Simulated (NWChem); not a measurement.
# ZnHSF (SMILES [F][Zn][SH]) at 5 levels

We compute a comparison of 5 runs (HF/STO-3G, HF/3-21G, B3LYP/6-31G*, TPSSh/def2-SVP) of ZnHSF. 

The calculation is run with NWChem 7.3.0.

### Step 1. The system as given

The species is ZnHSF (4 atoms), meant as a singlet with charge 0. As SMILES, `[F][Zn][SH]`. The shape is that of a PBE0-D4/def2-TZVP optimisation.

Bond lengths: F1–Zn2 1.747 Å, Zn2–S3 2.141 Å, S3–H4 1.345 Å. Angles: F1–Zn2–S3 179.1°, Zn2–S3–H4 92.7°.

### Step 2. Energy and gradient at HF/STO-3G (run 1)

Contents of run.py:

```python
from ase import Atoms
from ase.calculators.nwchem import NWChem

system = Atoms(['F', 'Zn', 'S', 'H'], positions=[
    [-0.398300, 0.262000, 2.366700],
    [-0.313000, 0.146600, 0.625200],
    [-0.240000, 0.017700, -1.511000],
    [1.006900, -0.486700, -1.501200],
])

calc = NWChem(
    label='work',
    theory='scf',
    memory='2200 mb',
    basis='STO-3G',
    basispar='spherical bse',
    scf={'nopen': '0', 'rhf': None, 'thresh': '1e-08', 'maxiter': '80'},
)
system.calc = calc

forces = system.get_forces()
print("Total energy (eV):", round(system.get_potential_energy(), 6))
print("forces (eV/A):")
for s, f in zip(system.symbols, forces):
    print(f"{s:2s} {f[0]:10.5f} {f[1]:10.5f} {f[2]:10.5f}")
print("dipole (e A):", system.get_dipole_moment().round(4))
```

Command:

```
$ export ASE_NWCHEM_COMMAND="nwchem PREFIX.nwi > PREFIX.nwo"
$ python run.py
```

The log of the run:

```text
Total energy (eV): -61199.79935
forces (eV/A):
F     0.26750   -0.45925   -7.55138
Zn   -0.14722    0.33070    5.82756
S     0.39749   -0.07909    1.76573
H    -0.51777    0.20769   -0.04191
dipole (e A): [ 0.0794 -0.0288  0.0734]
```

The calculator wrote work.nwi:

```
title "work"

permanent_dir work

scratch_dir work

start work

geometry units angstrom nocenter noautosym noautoz
  F  -3.9829999999999999e-01 2.6200000000000001e-01 2.3666999999999998e+00
  Zn -3.1300000000000000e-01 1.4660000000000001e-01 6.2519999999999998e-01
  S  -2.3999999999999999e-01 1.7700000000000000e-02 -1.5109999999999999e+00
  H  1.0068999999999999e+00 -4.8670000000000002e-01 -1.5012000000000001e+00
end

memory 2200 mb

basis spherical bse noprint
   * library STO-3G
end

scf
  nopen 0
  rhf
  thresh 1e-08
  maxiter 80
end

task scf gradient
```

work.nwo (excerpt; [...] marks lines left out):

```text
[...]
      One-electron energy =  -3608.633692417345
[... 1 line left out ...]
 Nuclear repulsion energy =    233.564742494670
[... 41 lines left out ...]
                       ROHF Final Molecular Orbital Analysis
[... 168 lines left out ...]
     1   1 0 0      0.150130      0.000000    -29.872410
[...]
  wavefunction    =   RHF
                         RHF ENERGY GRADIENTS
    atom               coordinates                        gradient
                 x          y          z           x          y          z
   1 F      -0.752678   0.495108   4.472414   -0.005202   0.008931   0.146851
   2 Zn     -0.591484   0.277034   1.181457    0.002863  -0.006431  -0.113328
   3 S      -0.453534   0.033448  -2.855376   -0.007730   0.001538  -0.034338
   4 H       1.902765  -0.919730  -2.836857    0.010069  -0.004039   0.000815
[...]
```

Run time: 10 s. Hardware: 1 thread of Intel Xeon 6975P-C (Granite Rapids), shared host; peak memory 0.096 GiB.

### Step 3. Energy and forces at HF/3-21G (run 2)

Contents of struct.nw:

```
start struct
title "FHSZn hf"
memory 2200 mb
charge 0

geometry units angstroms noautosym nocenter noautoz
   F     -0.398300     0.262000     2.366700
   Zn    -0.313000     0.146600     0.625200
   S     -0.240000     0.017700    -1.511000
   H      1.006900    -0.486700    -1.501200
end

basis spherical bse
   * library 3-21G
end

scf
   nopen 0
   rhf
   thresh 1e-08
   maxiter 80
end

task scf gradient
```

Command:

```
$ nwchem struct.nw > struct.out
```

The log of the run:

```text
[...]
  functions       =    51
[...]
  wavefunction    = RHF
[...]
         Total SCF energy =  -2264.101283704927
      One-electron energy =  -3627.778489300555
      Two-electron energy =   1130.112463100958
 Nuclear repulsion energy =    233.564742494670
        Time for solution =      1.7s
[...]
                         RHF ENERGY GRADIENTS
    atom               coordinates                        gradient
                 x          y          z           x          y          z
   1 F      -0.752678   0.495108   4.472414   -0.001507   0.001629   0.021942
   2 Zn     -0.591484   0.277034   1.181457    0.007608  -0.005673  -0.055802
   3 S      -0.453534   0.033448  -2.855376   -0.000445   0.001391   0.026039
   4 H       1.902765  -0.919730  -2.836857   -0.005656   0.002654   0.007822
[...]
```

Run time: 3.3 s. Hardware: 1 thread of Intel Xeon 6975P-C (Granite Rapids), shared host; peak memory 0.096 GiB.

Run 3 isn't shown in full; the table further down has it.

### Step 4. Energy and gradient at TPSSh/def2-SVP (run 4)

Contents of m1.nw:

```
start m1
memory 2200 mb
geometry noautosym nocenter noautoz
  F       -0.398300       0.262000       2.366700
  Zn      -0.313000       0.146600       0.625200
  S       -0.240000       0.017700      -1.511000
  H        1.006900      -0.486700      -1.501200
end
basis "ao basis" spherical bse
  * library def2-SVP
end
dft
  xc xctpssh
  grid xfine
  convergence energy 1e-08
  iterations 100
  mulliken
end
task dft gradient
```

Command:

```
$ nwchem m1.nw > m1.out
```

The log of the run:

```text
[...]
          Wavefunction type:  closed shell.
          No. of atoms     :     4
          No. of electrons :    56
[...]
          Charge           :     0
          Spin multiplicity:     1
[...]
          AO basis - number of functions:    68
[...]
              XC Information
              --------------
                  TPSS hybrid Method XC Functional
                     Hartree-Fock (Exact) Exchange  0.100
                  TPSS metaGGA Exchange Functional  0.900
             TPSS03 metaGGA Correlation Functional  1.000
[...]
 d= 0,ls=0.0,diis     1  -2277.5369288225 -2.51D+03  3.20D-02  6.93D-01     1.5
[...]
 d= 0,ls=0.0,diis    11  -2277.6306116898 -4.97D-10  2.69D-07  8.02D-10    13.8
         Total DFT energy =    -2277.630611689809
      One electron energy =    -3637.477463156722
           Coulomb energy =     1234.016091708000
    Exchange-Corr. energy =     -107.733982735758
 Nuclear repulsion energy =      233.564742494670
[...]
      Total Density - Mulliken Population Analysis
     ---------------------------------------------
    Atom       Charge   Shell Charges
 -----------   ------   -------------------------------------------------------
    1 F    9     9.50   1.99  1.12  0.85  3.31  2.23  0.00
    2 Zn  30    29.30   2.00  2.00  2.00  0.84 -0.03  6.00  6.00  0.57  7.97  1.96  0.00
    3 S   16    16.29   2.00  1.99  1.23  0.64  5.93  1.80  2.67  0.04
    4 H    1     0.92   0.72  0.17  0.03
[...]
  wavefunction    = closed shell
                         DFT ENERGY GRADIENTS
    atom               coordinates                        gradient
                 x          y          z           x          y          z
   1 F      -0.752678   0.495108   4.472414   -0.000110   0.000103   0.001288
   2 Zn     -0.591484   0.277034   1.181457    0.000512  -0.000572  -0.007880
   3 S      -0.453534   0.033448  -2.855376    0.004280  -0.001437   0.006391
   4 H       1.902765  -0.919730  -2.836857   -0.004682   0.001905   0.000200
[...]
```

It took 19 s on 1 thread of Intel Xeon 6975P-C (Granite Rapids), shared host; peak memory 0.13 GiB.

### Step 5. Energy and gradient at B3LYP/6-31G(d) (Cartesian functions) (run 5)

Contents of run.py:

```python
from ase import Atoms
from ase.calculators.nwchem import NWChem

atoms = Atoms(['F', 'Zn', 'S', 'H'], positions=[
    [-0.398300, 0.262000, 2.366700],
    [-0.313000, 0.146600, 0.625200],
    [-0.240000, 0.017700, -1.511000],
    [1.006900, -0.486700, -1.501200],
])

calc = NWChem(
    label='nw',
    theory='dft',
    memory='2200 mb',
    basis='6-31G*',
    dft={'xc': 'b3lyp', 'mult': '1', 'grid': 'xfine', 'convergence': 'energy 1e-08', 'iterations': '100', 'mulliken': None},
)
atoms.calc = calc

forces = atoms.get_forces()
e = atoms.get_potential_energy()
print(f"E = {e:.6f} eV")
print("forces (eV/A):")
for s, f in zip(atoms.symbols, forces):
    print(f"{s:2s} {f[0]:10.5f} {f[1]:10.5f} {f[2]:10.5f}")
print("dipole (e A):", atoms.get_dipole_moment().round(4))
```

Command:

```
$ export ASE_NWCHEM_COMMAND="nwchem PREFIX.nwi > PREFIX.nwo"
$ python run.py
```

The log of the run:

```text
E = -61982.377525 eV
forces (eV/A):
F     0.05168   -0.06741   -1.00258
Zn   -0.12033    0.08521    0.78743
S    -0.13771    0.07163    0.34021
H     0.20641   -0.08937   -0.12506
dipole (e A): [ 0.1872 -0.082  -0.1334]
```

The calculator wrote nw.nwi:

```
title "nw"

permanent_dir nw

scratch_dir nw

start nw

geometry units angstrom nocenter noautosym noautoz
  F  -3.9829999999999999e-01 2.6200000000000001e-01 2.3666999999999998e+00
  Zn -3.1300000000000000e-01 1.4660000000000001e-01 6.2519999999999998e-01
  S  -2.3999999999999999e-01 1.7700000000000000e-02 -1.5109999999999999e+00
  H  1.0068999999999999e+00 -4.8670000000000002e-01 -1.5012000000000001e+00
end

memory 2200 mb

basis noprint
   * library 6-31G*
end

dft
  xc b3lyp
  mult 1
  grid xfine
  convergence energy 1e-08
  iterations 100
  mulliken
end

task dft gradient
```

nw.nwo (excerpt; [...] marks lines left out):

```text
[...]
         Total DFT energy =    -2277.810379442651
[...]
  wavefunction    = closed shell
                         DFT ENERGY GRADIENTS
    atom               coordinates                        gradient
                 x          y          z           x          y          z
   1 F      -0.752678   0.495108   4.472414   -0.001005   0.001311   0.019497
   2 Zn     -0.591484   0.277034   1.181457    0.002340  -0.001657  -0.015313
   3 S      -0.453534   0.033448  -2.855376    0.002678  -0.001393  -0.006616
   4 H       1.902765  -0.919730  -2.836857   -0.004014   0.001738   0.002432
[...]
```

Run time: 21 s. Hardware: 1 thread of Intel Xeon 6975P-C (Granite Rapids), shared host; peak memory 0.13 GiB.

### Step 6. Overview of the runs

```
run                               level  iteration cap  module   energy (Eh)  dipole moment (D)  HOMO energy (eV)  LUMO energy (eV)  wall time
  1                           HF/STO-3G             80     scf  -2249.051162               0.54             -4.11              5.75       10 s
  2                            HF/3-21G             80     scf  -2264.101284               1.26            -10.60              1.15      3.3 s
  3  B3LYP/6-31G* (spherical functions)            100     dft  -2277.797930               1.25             -7.34             -1.50       22 s
  4                      TPSSh/def2-SVP            100     dft  -2277.630612               1.36             -6.82             -1.45       19 s
  5  B3LYP/6-31G* (Cartesian functions)            100     dft  -2277.810379               1.17             -7.32             -1.47       21 s
```

### Step 7. Summary of results

| quantity | value |
| --- | --- |
| run 5: total energy | -2277.81038 Eh |
| run 5: dipole moment | 1.17 D |
| run 5: HOMO energy | -7.32 eV |
| run 5: LUMO energy | -1.47 eV |
| run 5: HOMO–LUMO gap | 5.85 eV |
| run 5: largest force on an atom | 1.006 eV/Å |

What this shows: The dipole moment (its size) runs from 0.54 D (HF/STO-3G) to 1.36 D (TPSSh/def2-SVP). The two ends differ in method and basis. The HOMO–LUMO gap runs from 5.37 eV (TPSSh/def2-SVP) to 11.75 eV (HF/3-21G). Totals of different functionals can't be ranked against each other. In run 1 the basis is minimal, so the values are rough. All runs together took 75 s, the longest 22 s.
